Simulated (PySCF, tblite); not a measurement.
# C8H18S: geometry, infrared bands and NMR shifts

Wanted: the infrared bands and NMR shifts of C8H18S (`CC[C@](C)(S)CC(C)C`), by calculation.

The runs use tblite 0.8.0 and PySCF 2.14.0, with density-fitted response routines of our own; the level of theory stands in each step. All values are computed, except where a source is named. Atoms count from 0, in the outputs and in this text.

### Step 1. The molecule as given

27 atoms, charge 0, multiplicity 1; geometry from: force field or distance geometry start.

Bonds of the start (Å): C0–C1 1.52, C1–C2 1.58, C2–C3 1.53, C2–S4 1.85, C2–C5 1.55, C5–C6 1.55, C6–C7 1.54, C6–C8 1.53, C0–H9 1.10, C0–H10 1.11, C0–H11 1.08, C1–H12 1.11, C1–H13 1.09, C3–H14 1.09, C3–H15 1.11, C3–H16 1.10, S4–H17 1.34, C5–H18 1.09, C5–H19 1.11, C6–H20 1.09, C7–H21 1.10, C7–H22 1.09, C7–H23 1.08, C8–H24 1.10, C8–H25 1.10, C8–H26 1.09.

### Step 2. Optimising the geometry with GFN2-xTB

Job settings and geometry (Å):

```
{"job": {"kind": "relax", "xc": "GFN2-xTB", "basis": "xTB"}, "charge": 0, "multiplicity": 1}
C     -2.146800     2.091900    -0.190100
C     -2.198500     0.573300    -0.233800
C     -0.935400    -0.173900     0.345100
C     -1.168200    -1.673700     0.153800
S     -0.849100     0.165100     2.159800
C      0.338300     0.318600    -0.383600
C      1.620200    -0.554800    -0.348700
C      2.678800     0.056000    -1.277500
C      2.236100    -0.724100     1.046200
H     -2.068000     2.480400     0.833600
H     -3.087400     2.493500    -0.610900
H     -1.334200     2.488000    -0.786400
H     -3.103500     0.235300     0.311500
H     -2.330400     0.267500    -1.274100
H     -1.188200    -1.935600    -0.899800
H     -2.128800    -2.000900     0.600200
H     -0.382900    -2.278300     0.639900
H     -2.054500    -0.332700     2.471900
H      0.085100     0.437100    -1.438300
H      0.606700     1.331900    -0.030100
H      1.380800    -1.547300    -0.734200
H      2.285200     0.136000    -2.301900
H      3.577100    -0.566400    -1.305800
H      2.962600     1.044800    -0.949500
H      2.395000     0.254000     1.529300
H      1.588700    -1.333600     1.698900
H      3.201500    -1.225700     0.986500
```

Started as:

```sh
OMP_NUM_THREADS=1 python probes_run.py task.json out
```

The driver reads the jobs from task.json and runs them one after another.

**Question.** This job is followed by: GFN2-xTB harmonic vibrations, gas phase; GIAO PBE0/pcSseg-1 NMR shielding, non-relativistic, gas phase. Predict these results of the whole session: strongest single infrared mode (GFN2-xTB); zero-point energy (GFN2-xTB); 13C shifts against TMS (PBE0/pcSseg-1); 1H shifts against TMS (PBE0/pcSseg-1, means over atoms taken as alike); 33S shifts against CS2 (PBE0/pcSseg-1).

The runs gave:

| quantity | value |
| --- | --- |
| strongest single infrared mode (GFN2-xTB) | 2426 cm⁻¹, 141 km/mol |
| zero-point energy (GFN2-xTB) | 151.4 kcal/mol |
| 13C shifts against TMS (PBE0/pcSseg-1) | 53.4, 49.4, 48.7, 34.8, 29.2, 27.5, 24.1, 11.8 ppm |
| 1H shifts against TMS (PBE0/pcSseg-1, means over atoms taken as alike) | 1.70, 1.63, 1.48, 1.34, 1.26, 1.25, 1.24, 1.18, 1.13, 0.97 ppm |
| 33S shifts against CS2 (PBE0/pcSseg-1) | -6 ppm |

The optimisation took 65 steps and gained 0.128 eV; among the close pairs (by a distance rule), C1–C2 changed most, from 1.578 to 1.537 Å. All 75 modes are real, so the xTB geometry is a minimum. The strongest single mode, at 2426 cm⁻¹, moves mainly H17. GFN2-xTB is a fitted tight-binding method: band positions and strengths are rough. Its intensities can rank the bands wrongly. At PBE0/pcSseg-1: The widest tensor belongs to S4: span 458 ppm, with a paramagnetic part of -549 ppm.
